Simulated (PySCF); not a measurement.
# BCNOF2 (SMILES O=C=NB(F)F): levels of theory compared

Aim: a comparison of 4 runs (HF/STO-3G, HF/def2-SVP, TPSSh/cc-pVDZ, B3LYP/6-31G*) of BCNOF2. The job is set up through a Python script.

The results are computed with PySCF 2.14.0.

1 further run of the same task is left out (set aside as unsound or not needed).

### Step 1. The structure to begin with

BCNOF2 has 6 atoms, charge 0, and is taken as a singlet. SMILES: `O=C=NB(F)F`. Geometry: relaxed at PBE0-D4/def2-TZVP.

Bond lengths: O1–C2 1.157 Å, C2–N3 1.203 Å, N3–B4 1.415 Å, B4–F5 1.314 Å, B4–F6 1.319 Å. Angles: O1–C2–N3 175.3°, C2–N3–B4 143.9°, N3–B4–F5 119.9°, N3–B4–F6 121.8°, F5–B4–F6 118.3°.

### Step 2. Energy and forces at HF/STO-3G (run 1)

The input, job.py:

```python
from pyscf import gto

system = gto.M(
    atom=[
    ('O', (1.072900, -2.030200, 1.224200)),
    ('C', (0.602900, -1.239000, 0.523600)),
    ('N', (0.121500, -0.481700, -0.277900)),
    ('B', (-0.413700, 0.817100, -0.445800)),
    ('F', (-0.843100, 1.200000, -1.627200)),
    ('F', (-0.498300, 1.669900, 0.556800)),
],
    verbose=4,
    basis='sto-3g',
    spin=0,
    max_memory=1860,
)

hf = system.RHF()
hf.conv_tol = 1e-10
hf.kernel()
if not hf.converged:
    hf = hf.newton().run(hf.mo_coeff, hf.mo_occ)

etot = hf.e_tot
print('E = %.10f Eh' % etot)
grad = hf.nuc_grad_method().kernel()
hf.analyze()
```

Run with:

```bash
$ OMP_NUM_THREADS=1 python job.py
```

The program printed:

```text
PySCF version 2.14.0

[... 79 lines left out ...]
Total Energy =                        -385.561561789319057
[... 8 lines left out ...]
MO #2   energy= -25.9630917356259  occ= 2
[... 6 lines left out ...]
MO #9   energy= -1.42689242096339  occ= 2
[... 6 lines left out ...]
MO #16  energy= -0.57916878093048  occ= 2
[... 6 lines left out ...]
MO #23  energy= 0.251590416736486  occ= 0
[... 6 lines left out ...]
MO #30  energy= 1.43928935406333   occ= 0
[... 39 lines left out ...]
Dipole moment(X, Y, Z, Debye): -0.09025,  0.35565,  0.18654
```

Run time: 3.3 s. Hardware: 1 thread of Intel Xeon at 2.50GHz (Skylake/Cascade Lake), shared host; peak memory 0.12 GiB.

### Step 3. Energy and gradient at HF/def2-SVP (run 2)

The input, start.xyz:

```xyz
6

O      1.072900    -2.030200     1.224200
C      0.602900    -1.239000     0.523600
N      0.121500    -0.481700    -0.277900
B     -0.413700     0.817100    -0.445800
F     -0.843100     1.200000    -1.627200
F     -0.498300     1.669900     0.556800
```

The input, calc.py:

```python
# O=C=NB(F)F
import pyscf.grad
from pyscf import gto

mol = gto.Mole()
mol.atom = 'start.xyz'
mol.max_memory = 1860
mol.basis = 'def2-svp'
mol.verbose = 4
mol.charge = 0
mol.build()

myscf = mol.RHF()
myscf.conv_tol = 1e-10
myscf.kernel()
if not myscf.converged:
    myscf = myscf.newton().run(myscf.mo_coeff, myscf.mo_occ)

etot = myscf.e_tot
print('E = %.10f Eh' % etot)
grad = myscf.Gradients().kernel()
myscf.analyze()
```

Run with:

```bash
$ OMP_NUM_THREADS=1 python calc.py
```

The program printed:

```text
PySCF version 2.14.0

[... 88 lines left out ...]
MO #4   energy= -15.6083043701391  occ= 2
[... 15 lines left out ...]
MO #20  energy= -0.663255767677996 occ= 2
[... 15 lines left out ...]
MO #36  energy= 0.73850481129236   occ= 0
[... 15 lines left out ...]
MO #52  energy= 1.62265648135237   occ= 0
[... 15 lines left out ...]
MO #68  energy= 2.98897129792835   occ= 0
[... 15 lines left out ...]
MO #84  energy= 4.30032540291183   occ= 0
[... 93 lines left out ...]
Dipole moment(X, Y, Z, Debye):  0.03086, -0.01407,  0.10417
```

Run time: 11 s. Hardware: 1 thread of Intel Xeon at 2.50GHz (Skylake/Cascade Lake), shared host; peak memory 0.17 GiB.

Run 3 isn't shown in full; the table further down has it.

### Step 4. Energy and gradient at B3LYP/6-31G(d) (Cartesian functions) (run 4)

The input, geometry.xyz:

```xyz
6
CBF2NO
O      1.072900    -2.030200     1.224200
C      0.602900    -1.239000     0.523600
N      0.121500    -0.481700    -0.277900
B     -0.413700     0.817100    -0.445800
F     -0.843100     1.200000    -1.627200
F     -0.498300     1.669900     0.556800
```

The input, input.py:

```python
# O=C=NB(F)F
import pyscf.grad
from pyscf import gto, dft

system = gto.Mole()
system.atom = 'geometry.xyz'
system.spin = 0
system.charge = 0
system.basis = '6-31g*'
system.verbose = 3
system.max_memory = 1860
system.cart = True
system.build()

mf = dft.RKS(system, xc='b3lyp')
mf.grids.level = 5
mf.conv_tol = 1e-10
mf.kernel()
if not mf.converged:
    mf = mf.newton().run(mf.mo_coeff, mf.mo_occ)

e_tot = mf.e_tot
print('E(%s) = %.9f' % ('B3LYP', e_tot))
grad = mf.Gradients().kernel()
dip = mf.dip_moment()
pop, q = mf.mulliken_pop()
```

Run with:

```bash
$ OMP_NUM_THREADS=1 python input.py
```

The program printed:

```text
converged SCF energy = -392.779721922197
[... 10 lines left out ...]
Dipole moment(X, Y, Z, Debye): -0.02272,  0.07566,  0.02415
[... 97 lines left out ...]
charge of    5F =     -0.20585
```

It took 50 s on 1 thread of Intel Xeon at 2.50GHz (Skylake/Cascade Lake), shared host; peak memory 0.88 GiB.

### Step 5. Overview of the runs

| run | level | integration grid | Cartesian functions | energy (Eh) | dipole moment (D) | HOMO energy (eV) | LUMO energy (eV) | wall time |
| --- | --- | --- | --- | --- | --- | --- | --- | --- |
| 1 | HF/STO-3G | – | no | -385.561562 | 0.41 | -9.61 | 6.85 | 3.3 s |
| 2 | HF/def2-SVP | – | no | -390.616956 | 0.11 | -13.38 | 3.34 | 11 s |
| 3 | TPSSh/cc-pVDZ | 5 | no | -392.805215 | 0.12 | -8.59 | -0.99 | 67 s |
| 4 | B3LYP/6-31G* (Cartesian functions) | 5 | yes | -392.779722 | 0.08 | -9.10 | -0.64 | 50 s |

### Step 6. What came out

| quantity | value |
| --- | --- |
| run 4: total energy | -392.77972 Eh |
| run 4: dipole moment | 0.08 D |
| run 4: HOMO energy | -9.10 eV |
| run 4: LUMO energy | -0.64 eV |
| run 4: HOMO–LUMO gap | 8.46 eV |
| run 4: largest force on an atom | 1.556 eV/Å |

**Reading.** The dipole moment (its size) runs from 0.08 D (B3LYP/6-31G*) to 0.41 D (HF/STO-3G). The two ends differ in method and basis. The HOMO–LUMO gap runs from 7.60 eV (TPSSh/cc-pVDZ) to 16.72 eV (HF/def2-SVP). Totals of different functionals can't be ranked against each other. In run 1 the basis is minimal, so the values are rough. All runs together took 2.2 min, the longest 67 s.
